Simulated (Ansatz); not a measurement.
# Ge: the crystal squeezed far

How does Ge (hcp type) answer strong compression? The runs shown use PAW.

Program: Ansatz 0.2.0. Level of theory: DFT, PBEsol, PAW with Ansatz's default frozen-core files, scalar-relativistic. These are calculated values, not measurements.

### 1 The structure to begin with

The structure is hexagonal, space group P6_3/mmc (No. 194). Conventional cell: a = 3.003 Å, b = 3.003 Å, c = 4.865 Å, α = 90.00°, β = 90.00°, γ = 120.00°. Ge (site symmetry -6m2) has 12 Ge at 2.99 to 3.00 Å in its first shell of neighbours.

Coordinates:

```
Ge
1.0
     3.00317    0.00000    0.00000
    -1.50158    2.60082    0.00000
     0.00000    0.00000    4.86513
Ge
2
Cartesian
  0.0000 1.7339 1.2163
  1.5016 0.8669 3.6488
```

Whether this phase is the stable one at these pressures isn't tested.

Atoms are numbered in the order of the input: Ge1, Ge2.

### 2 Cell relaxed at zero pressure, PAW

File input.yaml:

```yaml
crystal:
  lattice:
    - [3.00316585, 0.0, 0.0]
    - [-1.501582925, 2.6008179178, 0.0]
    - [0.0, 0.0, 4.8651286769]
  atoms:
    - { symbol: Ge, position: [0.3333333333, 0.6666666667, 0.25] }
    - { symbol: Ge, position: [0.6666666667, 0.3333333333, 0.75] }
kpoints:
  mp_grid: { grid: [16, 16, 9] }
scf:
  occupations: { method: fermi_dirac, width: 0.08 }
hamiltonian:
  xc: pbesol
  pseudopotentials: { kind: paw }
output:
  forces: true
  stress: true
relax:
  f_tol: 0.005
  max_steps: 40
  cell: {}
```

Launch:

```console
$ ansatz run input.yaml --threads 1 --pin off --max-ram 2048MiB --backend cpu --events-out ev --progress --plain --runs-dir out
```

After this run come: Volume scaled by 1, PAW; Shape and atoms relaxed at 0.95 of the volume, PAW; Volume scaled by 0.95, PAW; Shape and atoms relaxed at 0.85 of the volume, PAW; Volume scaled by 0.85, PAW; Shape and atoms relaxed at 0.75 of the volume, PAW; Volume scaled by 0.75, PAW; Shape and atoms relaxed at 0.65 of the volume, PAW; Volume scaled by 0.65, PAW; Shape and atoms relaxed at 0.55 of the volume, PAW; Volume scaled by 0.55, PAW; Shape and atoms relaxed at 0.45 of the volume, PAW; Volume scaled by 0.45, PAW; Shape and atoms relaxed at 0.4 of the volume, PAW; Volume scaled by 0.4, PAW; Volume scaled by 0.4, PAW (cutoff 300 eV).

Q: Predict the outcome of this session. Wanted: PAW pressure at 0.4 of the volume; fitted bulk modulus at zero pressure.

As calculated:

| quantity | value |
| --- | --- |
| PAW pressure at 0.4 of the volume | 537.1 GPa |
| PAW (cutoff 300 eV) pressure at 0.4 of the volume | 540.5 GPa |
| fitted bulk modulus at zero pressure (PAW) | 75 GPa |
| its pressure derivative | 4.35 |

At 0.4 of the starting volume PAW gives 537 GPa. One third-order Birch-Murnaghan curve follows these points (B₀ = 75 GPa, B′ = 4.35, misfit at most 0.51 GPa). A fit over so wide a range leans to the high pressures, so B₀ can be off by several per cent. No all-electron run checks these rows here, and frozen cores can fail under such compression. The ions are at rest, and the electrons smeared by 0.08 eV.

At pressures up to 541 GPa the PAW spheres may overlap and frozen cores may not hold, so those PAW values are rough without an all-electron check.
